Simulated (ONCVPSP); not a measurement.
# Cu: the cost of one run

Method: ONCVPSP 4.0.1.1 (patched build), PBEsol, scalar-relativistic.

### 1 The design

The settings as typed:

```json
{
  "element": "copper (Cu, Z = 29)",
  "type": "optimised norm-conserving Vanderbilt (ONCV)",
  "frozen core": "[Ne]",
  "valence charge": "19",
  "reference configuration": "3s2 3p6 3d10 4s1",
  "partial waves": "3s+4s: rc 1.40 bohr, ncon 3, nbas 7, qcut 6.5 1/bohr, 3 projectors, debl 1.7 Ha; 3p: rc 1.05 bohr, ncon 4, nbas 9, qcut 16.4 1/bohr, 1 projector; 3d: rc 1.15 bohr, ncon 4, nbas 9, qcut 15 1/bohr, 2 projectors, debl 3 Ha",
  "local potential": "polynomial inside 1.00 bohr (lpopt 5, dvloc0 3 Ha)",
  "core correction": "not asked for"
}
```

The nodes and maxima of the atom's own shells, from an earlier all-electron run, set the scale for the radii.

All-electron outer shells of the reference configuration (PBEsol, scalar-relativistic, ld1.x):

```csv
shell,level (eV),outermost node (bohr),outermost maximum (bohr)
2p,-916.42,–,0.16
3s,-114.40,0.29,0.61
3p,-72.00,0.26,0.62
3d,-5.06,–,0.60
4s,-4.61,0.89,2.27
4p,-0.64,0.98,3.56
```

### 2 Generation

Input file Cu.dat:

```
# ATOM AND REFERENCE CONFIGURATION
# atsym  z   nc   nv     iexc    psfile
  Cu 29.00    3    4  -116133      upf
#
#   n    l    f
    1    0    2.00
    2    0    2.00
    2    1    6.00
    3    0    2.00
    3    1    6.00
    3    2   10.00
    4    0    1.00
#
# PSEUDOPOTENTIAL AND OPTIMIZATION
# lmax
    2
#
#   l,   rc,      ep,       ncon, nbas, qcut
    0    1.40    0.00    3    7    6.50
    1    1.05    0.00    4    9   16.40
    2    1.15    0.00    4    9   15.00
#
# LOCAL POTENTIAL
# lloc, lpopt,  rc(5),   dvloc0
    4    5    1.00    3.00
#
# VANDERBILT-KLEINMAN-BYLANDER PROJECTORs
# l, nproj, debl
    0    3    1.70
    1    1    3.90
    2    2    3.00
#
# MODEL CORE CHARGE
# icmod, fcfact, rcfact
    0    0.00    0.00
#
# LOG DERIVATIVE ANALYSIS
# epsh1, epsh2, depsh
   -6.00    5.00    0.04
#
# OUTPUT GRID
# rlmax, drl
    6.00    0.01
#
# TEST CONFIGURATIONS
# ncnf
    4
# nvcnf
#   n    l    f
    4
    3    0    2.00
    3    1    6.00
    3    2   10.00
    4    0    0.00
#
    4
    3    0    2.00
    3    1    6.00
    3    2    9.00
    4    0    0.00
#
    4
    3    0    2.00
    3    1    6.00
    3    2    8.00
    4    0    0.00
#
    4
    3    0    2.00
    3    1    6.00
    3    2    9.00
    4    0    1.00
#
```

On the command line:

```sh
oncvpsp.x < Cu.dat > Cu.out
```

**Question.** How long does this run take on 1 thread of Neoverse-N1, shared host?

About 5.3 s.
